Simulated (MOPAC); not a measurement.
**PM6-D3 run of BBr2Cl (SMILES ClB(Br)Br)**

Aim: the adiabatic ionisation energy of BBr2Cl at PM6-D3, from 2 runs. 

The calculation is run with MOPAC 23.2.5.

5 further runs of the same task are left out: 5 set aside as unsound or not needed.

## Step 1: The molecule

The species is BBr2Cl (4 atoms), meant as a singlet with charge 0. SMILES: `ClB(Br)Br`. All atoms were displaced at random from a relaxed shape. The run starts from this shape.

Bond lengths: Cl1–B2 1.746 Å, B2–Br3 1.894 Å, B2–Br4 1.905 Å. Angles: Cl1–B2–Br3 119.5°, Cl1–B2–Br4 119.8°, Br3–B2–Br4 120.7°.

## Step 2: A geometry optimisation at PM6-D3

The input, mol.mop:

```
GRADIENTS CYCLES=300 DISP BONDS GNORM=0.05 PM6-D3 AUX(PRECISION=6) T=10M THREADS=1
BBr2Cl

Cl    -0.210035    -1.653585     0.647389
B      0.001415    -0.040268     0.013381
Br     1.288372     1.106922     0.796548
Br    -1.075707     0.553981    -1.440595
```

Command:

```sh
$ mopac mol.mop
```

mol.out:

```text
MOPAC v23.2.5
PM6-D3 CALCULATION RESULTS
[...]
 *  GNORM      - EXIT WHEN GRADIENT NORM DROPS BELOW 0.050
[...]
           Empirical Formula: Cl B Br2  =     4 atoms
      MOLECULAR POINT GROUP   :   C2v
[...]
 CYCLE:     1 TIME:   0.016 TIME LEFT: 10.00M  GRAD.:    11.424 HEAT: -60.70127
[...]
 CYCLE:     9 TIME:   0.008 TIME LEFT: 10.00M  GRAD.:     0.029 HEAT: -60.79274
[...]
     SCF FIELD WAS ACHIEVED
[...]
                              SUM =        -60.79274 KCAL/MOL = FINAL HEAT OF FORMATION
          TOTAL ENERGY            =       -768.42848 EV
          ELECTRONIC ENERGY       =      -1725.36768 EV
          CORE-CORE REPULSION     =        956.93920 EV
          COSMO AREA              =        126.43 SQUARE ANGSTROMS
          COSMO VOLUME            =        116.06 CUBIC ANGSTROMS
          GRADIENT NORM           =          0.02924          =       0.01462 PER ATOM
          IONIZATION POTENTIAL    =         10.823852 EV
          HOMO LUMO ENERGIES (EV) =        -10.824 -2.326
          NO. OF FILLED LEVELS    =         12
          MOLECULAR WEIGHT        =        206.0710         POINT GROUP:  C2v
[...]
                             CARTESIAN COORDINATES
   1   Cl       -0.214484191    -1.661820924     0.645111175
   2    B       -0.006565878    -0.057589750     0.023268776
   3   Br        1.286263081     1.114817018     0.789048986
   4   Br       -1.067698975     0.557943153    -1.435215582
           Empirical Formula: Cl B Br2  =     4 atoms
      MOLECULAR POINT GROUP   :   C2v
[...]
              NET ATOMIC CHARGES AND DIPOLE CONTRIBUTIONS
  ATOM NO.   TYPE          CHARGE      No. of ELECS.   s-Pop       p-Pop       d-Pop
    1         Cl          -0.060714        7.0607     1.99133     5.06603     0.00335
    2          B           0.319978        2.6800     0.99643     1.68359
    3         Br          -0.129667        7.1297     1.97665     5.14834     0.00468
    4         Br          -0.129597        7.1296     1.97664     5.14828     0.00468
 DIPOLE           X         Y         Z       TOTAL
 POINT-CHG.    -0.084    -0.646     0.250     0.697
 HYBRID         0.036     0.278    -0.108     0.301
 SUM           -0.048    -0.367     0.142     0.396
[...]
 * JOB ENDED NORMALLY *
[...]
```

Run time: 0.08 s. Hardware: 1 thread of Arm Neoverse N1, shared host.

The path in brief:

```csv
step,energy from the first frame kept (eV),largest force (eV/Å)
0,0.0000,0.4015
1,-0.0028,0.0785
2,-0.0032,0.0513
3,-0.0037,0.0534
4,-0.0039,0.0271
5,-0.0039,0.0110
6,-0.0040,0.0075
7,-0.0040,0.0029
8,-0.0040,0.0009
```

After the run. Bond lengths: Cl1–B2 1.733 Å, B2–Br3 1.906 Å, B2–Br4 1.906 Å. Angles: Cl1–B2–Br3 120.4°, Cl1–B2–Br4 120.4°, Br3–B2–Br4 119.1°.

## Step 3: The doublet cation: a structure relaxation at PM6-D3

The input, bbr2cl.mop:

```
PM6-D3 CYCLES=300 UHF CHARGE=1 DOUBLET DISP GNORM=0.05 AUX(PRECISION=9) THREADS=1
job BBr2Cl

Cl    -0.214484 1    -1.661821 1     0.645111 1
B     -0.006566 1    -0.057590 1     0.023269 1
Br     1.286263 1     1.114817 1     0.789049 1
Br    -1.067699 1     0.557943 1    -1.435216 1
```

Command:

```sh
$ mopac bbr2cl.mop
```

bbr2cl.out:

```text
MOPAC v23.2.5
PM6-D3 CALCULATION RESULTS
[...]
 *  GNORM      - EXIT WHEN GRADIENT NORM DROPS BELOW 0.050
[...]
           Empirical Formula: Cl B Br2  =     4 atoms
      MOLECULAR POINT GROUP   :   C2v
[...]
 CYCLE:     1 TIME:   0.047 TIME LEFT:  2.00D  GRAD.:    65.877 HEAT:  182.1565
[...]
 CYCLE:    15 TIME:   0.008 TIME LEFT:  2.00D  GRAD.:     0.023 HEAT:  166.6846
[...]
     SCF FIELD WAS ACHIEVED
[...]
                              SUM =        166.68460 KCAL/MOL = FINAL HEAT OF FORMATION
          TOTAL ENERGY            =       -758.56658 EV
          ELECTRONIC ENERGY       =      -1726.40832 EV
          CORE-CORE REPULSION     =        967.84174 EV
          COSMO AREA              =        125.49 SQUARE ANGSTROMS
          COSMO VOLUME            =        114.53 CUBIC ANGSTROMS
          GRADIENT NORM           =          0.02315          =       0.01158 PER ATOM
          IONIZATION POTENTIAL    =         16.071019 EV
          ALPHA SOMO LUMO (EV)    =        -16.071 -7.890
          BETA  SOMO LUMO (EV)    =        -16.241 -8.776
          NO. OF ALPHA ELECTRONS  =         12
          NO. OF BETA  ELECTRONS  =         11
          MOLECULAR WEIGHT        =        206.0710         POINT GROUP:  C2v
[...]
                             CARTESIAN COORDINATES
   1   Cl       -0.240128778    -1.850181492     0.719224198
   2    B       -0.040862773    -0.319418909     0.125048633
   3   Br        1.113766958     1.181386214     0.568779033
   4   Br       -0.865506018     0.713145931    -1.301749155
           Empirical Formula: Cl B Br2  =     4 atoms
      MOLECULAR POINT GROUP   :   C2v
[...]
              NET ATOMIC CHARGES AND DIPOLE CONTRIBUTIONS
  ATOM NO.   TYPE          CHARGE      No. of ELECS.   s-Pop       p-Pop       d-Pop
    1         Cl           0.213165        6.7868     1.99115     4.79212     0.00357
    2          B           0.357337        2.6427     0.99216     1.65051
    3         Br           0.214719        6.7853     1.97644     4.80200     0.00684
    4         Br           0.214780        6.7852     1.97643     4.80195     0.00684
 DIPOLE           X         Y         Z       TOTAL
 POINT-CHG.    -0.314    -2.408     0.934     2.601
 HYBRID         0.073     0.558    -0.217     0.603
 SUM           -0.241    -1.850     0.717     1.999
[...]
                    (S**2)  =    0.764370
[...]
 * JOB ENDED NORMALLY *
[...]
```

It took 0.18 s on 1 thread of Arm Neoverse N1, shared host.

The path in brief:

```csv
step,energy from the first frame kept (eV),largest force (eV/Å)
0,0.0000,2.1838
1,-0.0255,3.8524
2,-0.3035,1.0574
3,-0.5455,1.2395
4,-0.6620,0.7488
5,-0.6690,0.2071
6,-0.6703,0.0486
7,-0.6705,0.0373
8,-0.6708,0.0299
9,-0.6709,0.0240
10,-0.6709,0.0190
11,-0.6709,0.0128
12,-0.6709,0.0066
13,-0.6709,0.0019
14,-0.6709,0.0008
```

After the run. Bond lengths: Cl1–B2 1.654 Å, B2–Br3 1.945 Å, B2–Br4 1.945 Å. Angles: Cl1–B2–Br3 134.7°, Cl1–B2–Br4 134.7°, Br3–B2–Br4 90.5°.

## Step 4: Summary of results

At PM6-D3:

```
                                                               quantity           value
                                 run 1, PM6-D3: total energy at the end    -28.23923 Eh
                                           run 1, PM6-D3: dipole moment          0.40 D
                                             run 1, PM6-D3: HOMO energy       -10.82 eV
                                             run 1, PM6-D3: LUMO energy        -2.33 eV
                                           run 1, PM6-D3: HOMO–LUMO gap         8.50 eV
                                       run 1, PM6-D3: dispersion energy    -3.51 kJ/mol
                                       run 1, PM6-D3: heat of formation  -60.8 kcal/mol
                                doublet cation: total energy at the end    -27.87681 Eh
                             doublet cation: HOMO energy (over α and β)       -16.07 eV
                             doublet cation: LUMO energy (over α and β)        -8.78 eV
                                      doublet cation: dispersion energy    -3.27 kJ/mol
                                      doublet cation: heat of formation  166.7 kcal/mol
                                                   doublet cation: ⟨S²⟩           0.764
adiabatic ionisation energy (to the doublet cation, no zero-point term)        9.864 eV
```

In words: The adiabatic ionisation energy (to the doublet cation, no zero-point term) is 9.86 eV (952 kJ/mol). The optimisation (run 1, PM6-D3) took 8 steps and changed the energy by -0.004 eV. The optimisation (doublet cation) took 14 steps and changed the energy by -0.671 eV.
